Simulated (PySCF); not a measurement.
# C2H7F2NSi: the cost of one run

Programs: PySCF 2.14.0, with density-fitted response routines of our own. Each step states its level of theory. These are calculated values for one molecule in the gas phase, unless marked as measured. Atoms count from 0, in the outputs and in this text.

## 1. The molecule as given

13 atoms, charge 0, multiplicity 1; geometry from: GFN2-xTB. The atoms were then displaced at random by about 0.01 Å, so the start is not that level's minimum.

Bonds of the start (Å): N0–Si1 1.74, Si1–C2 1.91, C2–C3 1.45, C3–F4 1.38, C3–F5 1.39, N0–H6 0.98, N0–H7 1.03, Si1–H8 1.45, Si1–H9 1.46, C2–H10 1.11, C2–H11 1.10, C3–H12 1.12.

## 2. Geometry optimisation at PBE0-D3(BJ)/def2-SVP

Job settings and geometry (Å):

```
{"job": {"xc": "PBE0", "basis": "def2-SVP", "d3": "d3bj", "grid": 1, "shake": 0.01, "kind": "geom"}, "charge": 0, "multiplicity": 1}
N      2.311730    -0.406630    -0.074950
Si     0.687460    -0.730540    -0.611150
C     -0.394660     0.570210     0.279500
C     -1.786910     0.445500    -0.097840
F     -2.309450    -0.796150     0.197000
F     -2.608340     1.324490     0.592510
H      3.051520    -0.987600    -0.367000
H      2.632320     0.576110    -0.032230
H      0.389990    -2.075570    -0.143390
H      0.433510    -0.594010    -2.044910
H     -0.305380     0.441830     1.376220
H     -0.055240     1.589750     0.060750
H     -2.040730     0.625710    -1.173590
```

Started as:

```console
OMP_NUM_THREADS=1 python probes_run.py task.json out
```

The driver reads the jobs from task.json and runs them one after another.

**Question.** How long does this first job take on 1 thread of Arm Neoverse V2, shared host, and how much memory does it need?

About 65 s, with a peak of 0.52 GiB.
